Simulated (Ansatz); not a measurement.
Relaxation of a periodic cell of 22 atoms, H3C18N (surface graphene monolayer, adsorbate NH3), to a largest force component of 0.03 eV/Å in at most 60 steps.

Theory: DFT PBEsol, scalar-relativistic, plane waves, PAW (Ansatz). Settings: cutoff 420 eV, k mesh 2x2x1, gaussian smearing 0.02 eV, no spin polarisation.

```xyz
22
Lattice="7.3980 0.0000 0.0000 -3.6990 6.4069 0.0000 0.0000 0.0000 13.0000" Properties=species:S:1:pos:R:3:forces:R:3
C 0.000 0.000 1.000 -0.33 -0.24 0.02
C 1.233 0.712 1.000 0.35 0.25 0.13
C -1.233 2.136 1.000 0.08 0.10 0.04
C 0.000 2.847 1.000 -0.31 0.21 -0.07
C -2.466 4.271 1.000 0.19 -0.20 -0.06
C -1.233 4.983 1.000 0.03 -0.01 0.08
C 2.466 0.000 1.000 0.03 -0.21 -0.01
C 3.699 0.712 1.000 -0.30 0.23 0.07
C 1.233 2.136 1.000 -0.96 -1.19 -0.75
C 2.466 2.847 1.000 -0.17 -2.86 -5.37
C 0.000 4.271 1.000 -0.33 -0.22 -0.02
C 1.233 4.983 1.000 -0.69 1.23 -0.97
C 4.932 0.000 1.000 0.34 -0.09 0.08
C 6.165 0.712 1.000 -0.05 0.11 -0.02
C 3.699 2.136 1.000 1.48 -1.48 -1.27
C 4.932 2.847 1.000 0.07 0.18 -0.10
C 2.466 4.271 1.000 -0.21 3.89 -5.96
C 3.699 4.983 1.000 1.19 1.64 -1.46
N 2.510 3.559 2.310 -0.99 -0.57 11.94
H 2.710 2.641 2.690 0.51 -1.47 1.96
H 3.201 4.192 2.690 1.30 0.58 1.01
H 1.618 3.846 2.690 -1.22 0.12 0.73
```

Task: Where does it end, and by what steps?

Result: It converged. The force dipped under the threshold on the way, but the program's further checks kept it going. Limits of this set-up: coarse k mesh, slab without dipole correction, no dispersion correction for a molecule that may bind weakly. After 41 steps the energy has fallen by 7.509 eV; H21 moved furthest, 2.08 Å. The start is strongly strained (largest force component 12 eV/Å), so its close contacts needn't be bonds. Parted: C10–N19, C17–N19.

| step | energy less start (eV) | largest force component (eV/Å) | accepted |
| --- | --- | --- | --- |
| 0 | 0.0000 | 11.945 | yes |
| 2 | -4.5727 | 6.106 | yes |
| 4 | -6.4982 | 1.114 | yes |
| 6 | -7.1294 | 0.347 | yes |
| 8 | -7.3751 | 0.908 | yes |
| 10 | -7.4665 | 0.463 | yes |
| 12 | -7.4948 | 0.162 | yes |
| 14 | -7.4982 | 0.073 | yes |
| 16 | -7.5012 | 0.172 | yes |
| 18 | -7.5025 | 0.016 | yes |
| 20 | -7.4980 | 0.510 | no |
| 22 | -7.5011 | 0.223 | no |
| 24 | -7.5048 | 0.106 | yes |
| 26 | -7.5059 | 0.062 | yes |
| 28 | -7.5064 | 0.150 | no |
| 30 | -7.5062 | 0.170 | no |
| 32 | -7.5073 | 0.132 | yes |
| 34 | -7.5080 | 0.022 | yes |
| 36 | -7.5082 | 0.128 | no |
| 38 | -7.5086 | 0.054 | yes |
| 40 | -7.5087 | 0.028 | yes |
| 41 | -7.5087 | 0.028 | yes |

```xyz
22
Lattice="7.3980 0.0000 0.0000 -3.6990 6.4069 0.0000 0.0000 0.0000 13.0000" Properties=species:S:1:pos:R:3
C -0.034 -0.031 0.637
C 1.200 0.682 0.638
C -1.279 2.113 0.637
C -0.034 2.832 0.637
C -2.499 4.255 0.637
C -1.280 4.960 0.637
C 2.420 -0.022 0.638
C 3.665 0.697 0.637
C 1.200 2.120 0.637
C 2.421 2.824 0.636
C -0.034 4.241 0.638
C 1.200 4.953 0.637
C 4.899 -0.015 0.638
C 6.119 0.689 0.637
C 3.666 2.106 0.637
C 4.899 2.818 0.637
C 2.421 4.249 0.636
C 3.666 4.968 0.637
N 2.963 3.614 4.162
H 2.552 2.853 4.710
H 2.823 4.467 4.712
H 2.376 3.713 3.327
```

The run took 5.8 min on 1 thread of Arm Neoverse V1, with other jobs on the host, peak memory 0.73 GiB.
